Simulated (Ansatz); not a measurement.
**Sr: a hydrostatic pressure series**

One table from this session's results is given with a row withheld; the runs are named, their logs left out.

This is Sr in the hcp structure; at room conditions it is fcc.

Program: Ansatz 0.2.0. Level of theory: DFT PBEsol, scalar-relativistic, plane waves, PAW. These are calculated values, not measurements.

1 further run of the same task is left out (set aside as unsound or not needed).

### Starting point

The structure is hexagonal, space group P6_3/mmc (No. 194). Conventional cell: a = 4.195 Å, b = 4.195 Å, c = 6.879 Å, α = 90.00°, β = 90.00°, γ = 120.00°. Sr (site symmetry -6m2) is surrounded by 12 Sr at 4.19 to 4.21 Å.

Coordinates:

```
Sr
1.0
     4.19454    0.00000    0.00000
    -2.09727    3.63258    0.00000
     0.00000    0.00000    6.87853
Sr
2
Direct
  0.33333 0.66667 0.25000
  0.66667 0.33333 0.75000
```

This cell was relaxed beforehand with the same method: volume 52.40 Å³/atom, gap on the mesh none (metal).

The first run:

The input, input.yaml:

```yaml
crystal:
  lattice:
    - [4.2214705243, 0.0, 0.0]
    - [-2.1107352622, 3.6559007154, 0.0]
    - [0.0, 0.0, 6.9226923485]
  atoms:
    - { symbol: Sr, position: [0.3333333333, 0.6666666667, 0.25] }
    - { symbol: Sr, position: [0.6666666667, 0.3333333333, 0.75] }
basis:
  ecutwfc: 420
kpoints:
  mp_grid: { grid: [12, 12, 6] }
hamiltonian:
  xc: pbesol
scf:
  occupations: { method: gaussian, width: 0.1 }
output:
  forces: true
  stress: true
  eigenvalues: true
relax:
  adjacent_minimum: "off"
  f_tol: 0.008
  max_steps: 50
  cell: { stress_tol: 0.08, p_target: -2.0 }
```

Started as:

```bash
$ ansatz run input.yaml --threads 1 --pin off --max-ram 2560MiB --backend cpu --events-out ev --progress --plain --runs-dir out
```

Among the steps run: Target pressure -2 GPa; Target pressure 2 GPa; 5 GPa; 10 GPa; 20 GPa; 40 GPa.

One table of the session follows, with a row left open; its other results are not shown here.

Lengths are those of the vectors of the cell that was run:

```
P (GPa)  V (Å³/atom)  a (Å)  b (Å)  c (Å)  ΔH (eV/atom)
     -2        65.97  4.527  4.527  7.434        -0.728
      0        52.40  4.195  4.195  6.879         0.000
      2            ?      ?      ?      ?             ?
      5        39.52  3.802  3.802  6.314         1.401
     10        33.64  3.605  3.605  5.978         2.536
     20        26.98  3.372  3.372  5.480         4.403
     40        20.18  3.175  3.175  4.625         7.287
```

Q: Estimate the row for P (GPa) = 2 from the others.

Worked estimate for «V (Å³/atom)». A straight line through the neighbours (0, 52.40) and (5, 39.52) gives 52.40 + (39.52 − 52.40) × (2 − 0) / (5 − 0) = 47.25; a parabola fitted to 4 rows on both sides gives 46.62.

As computed: V (Å³/atom): 45.70; a (Å): 4.004; b (Å): 4.004; c (Å): 6.581; ΔH (eV/atom): 0.609. In «V (Å³/atom)» the line misses by +1.55 and the parabola by +0.92.

ΔH is E + PV over the energy at zero pressure; a, b and c are the vectors of the computed cell. 

Caveats from the session: Other structures may take over in this range; these runs cannot find them.
